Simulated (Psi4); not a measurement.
# GaHClO (SMILES [O][GaH][Cl]): USVWN5/def2-SVPD

Aim: the vertical electron affinity of GaHClO at USVWN5/def2-SVPD, from 2 runs. 

Program for the calculation: Psi4 1.11.

## 1. The structure to begin with

GaHClO: 4 atoms, total charge 0, spin state doublet. As SMILES, `[O][GaH][Cl]`. The shape is that of a PBE0-D4/def2-TZVP optimisation.

Bond lengths: O1–Ga2 1.796 Å, Ga2–Cl3 2.128 Å, Ga2–H4 1.543 Å. Angles: O1–Ga2–Cl3 112.7°, O1–Ga2–H4 122.7°, Cl3–Ga2–H4 124.6°.

## 2. Energy and gradient at USVWN5/def2-SVPD

The input, job.dat:

```
memory 2.2 GB

molecule {
  0 2
  O     -3.28774551    -0.22242076    -0.40099988
  Ga     0.05839254     0.27268748    -0.11565124
  Cl     1.98553524    -2.94287049     1.33943788
  H      1.34869754     2.77884227    -0.86114819
  units bohr
  symmetry c1
}

set basis def2-SVPD
set reference uks
set puream true
set e_convergence 1e-09
set d_convergence 1e-08
set scf_type pk
set dft_radial_points 99
set dft_spherical_points 590
set maxiter 100

e, wfn = gradient('scf', dft_functional={"name": "SVWN5", "x_functionals": {"LDA_X": {}}, "c_functionals": {"LDA_C_VWN": {}}}, return_wfn=True)
oeprop(wfn, 'MULLIKEN_CHARGES', 'WIBERG_LOWDIN_INDICES', 'DIPOLE')
```

Command:

```bash
psi4 -i job.dat -o job.out -n 1
```

job.out, shortened:

```text
[...]
  Running in c1 symmetry.
[...]
  Nuclear repulsion =  240.936455086215517
[...]
  Multiplicity = 2
[...]
  Nalpha       = 29
  Nbeta        = 28
[...]
    Number of basis functions: 96
[...]
   @UKS iter   1: -2452.86161735003679   -7.14085e-01   2.94048e-02 DIIS/ADIIS
[...]
   @UKS iter  17: -2455.38038736748967   -5.00222e-12   7.33334e-09 DIIS
[...]
   @S^2 Observed:                7.553162609E-01
[...]
    Orbital Energies [Eh]
    ---------------------
    Alpha Occupied:
       1A   -370.240706     2A   -100.300692     3A    -45.299371
       4A    -40.212031     5A    -40.209540     6A    -40.208587
       7A    -18.684301     8A     -9.160844     9A     -7.025215
      10A     -7.018208    11A     -7.017268    12A     -5.299232
      13A     -3.649019    14A     -3.642947    15A     -3.639919
      16A     -0.883059    17A     -0.813061    18A     -0.797191
      19A     -0.797068    20A     -0.794524    21A     -0.776122
      22A     -0.742412    23A     -0.445854    24A     -0.375771
      25A     -0.347634    26A     -0.328816    27A     -0.322846
      28A     -0.302100    29A     -0.299876
    Alpha Virtual:
[...]
  @UKS Final Energy: -2455.38038736748967
   => Energetics <=
    Nuclear Repulsion Energy =            240.9364550862155170
    One-Electron Energy =               -3901.4109535846091603
    Two-Electron Energy =                1312.1364328304503033
    DFT Exchange-Correlation Energy =    -107.0423216995461928
    Empirical Dispersion Energy =           0.0000000000000000
    VV10 Nonlocal Energy =                  0.0000000000000000
    Total Energy =                      -2455.3803873674896749
[...]
  -Total Gradient:
     Atom            X                  Y                   Z
    ------   -----------------  -----------------  -----------------
       1       -0.010148450582    -0.000797603712    -0.001133844607
       2        0.010858535473    -0.000342056611     0.001671666407
       3       -0.000310990348     0.001073597979    -0.000446644456
       4       -0.000446808284     0.000068471819    -0.000098858760
[...]
 Multipole Moments:
 ------------------------------------------------------------------------------------
     Multipole            Electronic (a.u.)      Nuclear  (a.u.)        Total (a.u.)
 ------------------------------------------------------------------------------------
 L = 1.  Multiply by 2.5417464519 to convert [e a0] to [Debye]
 Dipole X            :          0.4548386            0.1307370            0.5855756
 Dipole Y            :          1.1952821           -0.5616012            0.6336808
 Dipole Z            :         -0.3759116            0.2243643           -0.1515473
 Magnitude           :                                                    0.8760233
[...]
  Mulliken Charges: (a.u.)
   Center  Symbol    Alpha    Beta     Spin     Total
       1     O     4.70894  3.74156  0.96738 -0.45049
       2    GA    15.09606 15.14069 -0.04463  0.76324
       3    CL     8.73629  8.68743  0.04886 -0.42373
       4     H     0.45871  0.43032  0.02839  0.11098
   Total alpha = 29.00000, Total beta = 28.00000, Total charge = -0.00000
  Wiberg Bond Indices using Orthogonal Lowdin Orbitals:
  Total Bond Index:
  Irrep: 1 Size: 4 x 4
[...]
```

Run time: 24 s. Hardware: 1 thread of Intel Xeon Platinum 8259CL at 2.50GHz (Skylake/Cascade Lake), shared host; peak memory 0.52 GiB.

## 3. The singlet anion at the same level

The input, run.py:

```python
import psi4

psi4.set_memory(2200000000)
psi4.set_num_threads(1)
psi4.set_output_file('run.log', False)

geom = psi4.geometry("""
-1 1
O     -3.28774551    -0.22242076    -0.40099988
Ga     0.05839254     0.27268748    -0.11565124
Cl     1.98553524    -2.94287049     1.33943788
H      1.34869754     2.77884227    -0.86114819
units bohr
symmetry c1
no_reorient
no_com
""")

psi4.set_options({
    'basis': 'def2-SVPD',
    'reference': 'rks',
    'puream': True,
    'e_convergence': 1e-09,
    'd_convergence': 1e-08,
    'scf_type': 'pk',
    'dft_radial_points': 99,
    'dft_spherical_points': 590,
})

e_tot, wfn = psi4.gradient("scf", dft_functional={"name": "SVWN5", "x_functionals": {"LDA_X": {}}, "c_functionals": {"LDA_C_VWN": {}}}, return_wfn=True)
psi4.oeprop(wfn, "MULLIKEN_CHARGES", "WIBERG_LOWDIN_INDICES", "LOWDIN_CHARGES", title="SCF")
print('gradient / Eh bohr^-1')
print(e_tot.np.round(6))
print(f'energy = {wfn.energy():.10f} Eh')
for k, v in sorted(psi4.core.scalar_variables().items()):
    print(f'{k:45s} {v:18.10f}')
```

Command:

```bash
python run.py
```

run.log, shortened:

```text
[...]
  Running in c1 symmetry.
[...]
  Nuclear repulsion =  240.936455086215517
[...]
  Multiplicity = 1
[...]
  Nalpha       = 29
  Nbeta        = 29
[...]
    Number of basis functions: 96
[...]
   @RKS iter   1: -2453.18196470339126   -1.03443e+00   2.91154e-02 DIIS/ADIIS
[...]
   @RKS iter  16: -2455.50421876424252   -5.91172e-12   6.60545e-09 DIIS
[...]
  @RKS Final Energy: -2455.50421876424252
   => Energetics <=
    Nuclear Repulsion Energy =            240.9364550862155170
    One-Electron Energy =               -3914.9894558524433705
    Two-Electron Energy =                1325.8478096575381642
    DFT Exchange-Correlation Energy =    -107.2990276555529050
    Empirical Dispersion Energy =           0.0000000000000000
    VV10 Nonlocal Energy =                  0.0000000000000000
    Total Energy =                      -2455.5042187642425233
[...]
 Multipole Moments:
 ------------------------------------------------------------------------------------
     Multipole            Electronic (a.u.)      Nuclear  (a.u.)        Total (a.u.)
 ------------------------------------------------------------------------------------
 L = 1.  Multiply by 2.5417464519 to convert [e a0] to [Debye]
 Dipole X            :         -8.9666495           10.6110013            1.6443518
 Dipole Y            :         41.5054207          -40.5760103            0.9294104
 Dipole Z            :        -15.2053705           15.1161083           -0.0892622
 Magnitude           :                                                    1.8909427
[...]
  -Total Gradient:
     Atom            X                  Y                   Z
    ------   -----------------  -----------------  -----------------
       1       -0.043109492553    -0.008224749964    -0.003006292547
       2        0.076131455484    -0.007348302973     0.013374093063
       3       -0.021218732656     0.019152323644    -0.010032692977
       4       -0.011848076050    -0.003579358703    -0.000341458828
[...]
```

On the terminal:

```text
gradient / Eh bohr^-1
[[-0.043109 -0.008225 -0.003006]
 [ 0.076131 -0.007348  0.013374]
 [-0.021219  0.019152 -0.010033]
 [-0.011848 -0.003579 -0.000341]]
energy = -2455.5042187642 Eh
CURRENT ENERGY                                  -2455.5042187642
CURRENT REFERENCE ENERGY                        -2455.5042187642
DD SOLVATION ENERGY                                 0.0000000000
DFT FUNCTIONAL TOTAL ENERGY                     -2455.5042187642
DFT TOTAL ENERGY                                -2455.5042187642
DFT VV10 ENERGY                                     0.0000000000
DFT XC ENERGY                                    -107.2990276556
GRID ELECTRONS ALPHA                               28.9999991832
GRID ELECTRONS BETA                                28.9999991832
GRID ELECTRONS TOTAL                               57.9999983665
NUCLEAR REPULSION ENERGY                          240.9364550862
ONE-ELECTRON ENERGY                             -3914.9894558524
PCM POLARIZATION ENERGY                             0.0000000000
PE ENERGY                                           0.0000000000
SCF ITERATION ENERGY                            -2455.5042187642
SCF ITERATIONS                                     16.0000000000
SCF TOTAL ENERGY                                -2455.5042187642
TWO-ELECTRON ENERGY                              1325.8478096575
XC GRID RADIAL POINTS                              99.0000000000
XC GRID SPHERICAL POINTS                          590.0000000000
XC GRID TOTAL POINTS                           225767.0000000000
```

It took 17 s on 1 thread of Intel Xeon Platinum 8259CL at 2.50GHz (Skylake/Cascade Lake), shared host; peak memory 0.52 GiB.

## 4. What came out

Level: USVWN5/def2-SVPD.

| quantity | value |
| --- | --- |
| doublet GaHClO: total energy | -2455.38039 Eh |
| doublet GaHClO: dipole moment | 2.23 D |
| doublet GaHClO: HOMO energy (highest over α and β) | -7.57 eV |
| doublet GaHClO: LUMO energy (lowest over α and β) | -7.09 eV |
| doublet GaHClO: ⟨S²⟩ | 0.755 |
| doublet GaHClO: largest force on an atom | 0.565 eV/Å |
| singlet anion: total energy | -2455.50422 Eh |
| singlet anion: HOMO energy | 0.20 eV |
| singlet anion: LUMO energy | 3.02 eV |
| singlet anion: HOMO–LUMO gap (to an unbound level, set by the basis) | 2.82 eV |
| singlet anion: largest force on an atom | 3.993 eV/Å |
| vertical electron affinity (to the singlet anion) | 3.370 eV |

What this shows: At fixed nuclei the extra electron is bound by 3.37 eV (325 kJ/mol). The largest force (doublet GaHClO) is 0.57 eV/Å: the shape isn't a stationary point for this species at this level. Mulliken charges (doublet GaHClO) run from -0.45 on O1 to +0.76 on Ga2; in a basis this large or diffuse they mean little. The HOMO (singlet anion) lies at positive energy, 0.20 eV, as semi-local functionals often give for anions; only total energies tell whether the electron is bound.
